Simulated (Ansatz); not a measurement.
# Al2Ru: the cost of one run

Method: DFT LDA, scalar-relativistic, plane waves, PAW, in Ansatz 0.2.0.

29 further runs of the same task are left out: 1 that didn't finish, 28 set aside as unsound or not needed.

## 1. The structure to begin with

The structure is tetragonal, space group I4/mmm (No. 139). Conventional cell: a = 3.099 Å, b = 3.099 Å, c = 8.351 Å, α = 90.00°, β = 90.00°, γ = 90.00°. Around Al (site symmetry 4mm) lie 5 Ru at 2.56 to 2.85 Å and 5 Al at 2.66 to 2.67 Å. Ru (site symmetry 4/mmm) has 10 Al at 2.56 to 2.85 Å as nearest neighbours.

As a file:

```cif
data_structure
_symmetry_space_group_name_H-M 'P 1'
_symmetry_Int_Tables_number 1
_cell_length_a 4.7154
_cell_length_b 4.7154
_cell_length_c 4.7154
_cell_angle_alpha 141.633
_cell_angle_beta 141.633
_cell_angle_gamma 55.382
_cell_volume 40.10
loop_
_atom_site_label
_atom_site_type_symbol
_atom_site_fract_x
_atom_site_fract_y
_atom_site_fract_z
_atom_site_occupancy
Al1 Al 0.65909 0.65909 0.00000 1
Al2 Al 0.34091 0.34091 0.00000 1
Ru1 Ru 0.00000 0.00000 0.00000 1
```

It goes back to an entry of the Materials Project, which need not be the stable form.

This cell was relaxed beforehand with the same method: volume 13.37 Å³/atom, gap on the mesh none (metal).

## 3. The grid

The energy is mapped over volume and a fixed ferromagnetic moment.

First coordinate, volume per atom: 7 values from 10.02 to 16.71 Å³. Second coordinate, total spin moment of the cell, held fixed: 9 values from 0.000 to 1.500 μB.

Nothing else is relaxed (shape and fractional coordinates fixed). Points are written as (first, second).

(The set-up runs are not shown.)

## 4. Grid point (16.71 Å³, 0.000 μB)

File input.yaml:

```yaml
crystal:
  lattice:
    - [-1.6691049708, 1.6691049708, 4.4977202016]
    - [1.6691049708, -1.6691049708, 4.4977202016]
    - [1.6691049708, 1.6691049708, -4.4977202016]
  atoms:
    - { symbol: Al, position: [0.6590860915, 0.6590860915, 0.0] }
    - { symbol: Al, position: [0.3409139085, 0.3409139085, 0.0] }
    - { symbol: Ru, position: [0.0, 0.0, 0.0] }
basis:
  ecutwfc: 420
kpoints:
  mp_grid: { grid: [20, 20, 20] }
hamiltonian:
  xc: lda
  pseudopotentials: { kind: paw, azcp: { folder: soft_1 } }
scf:
  occupations: { method: gaussian, width: 0.15 }
  lower_state_search: "off"
output:
  forces: true
  stress: true
  eigenvalues: true
```

Command:

```
ansatz run input.yaml --threads 4 --pin off --max-ram 8192MiB --backend cpu --events-out ev --progress --plain --runs-dir out
```

What time and memory should one allow on 4 threads of Intel Xeon Platinum 8488C (Sapphire Rapids), shared host?

About 4.3 s, with a peak of 0.72 GiB.
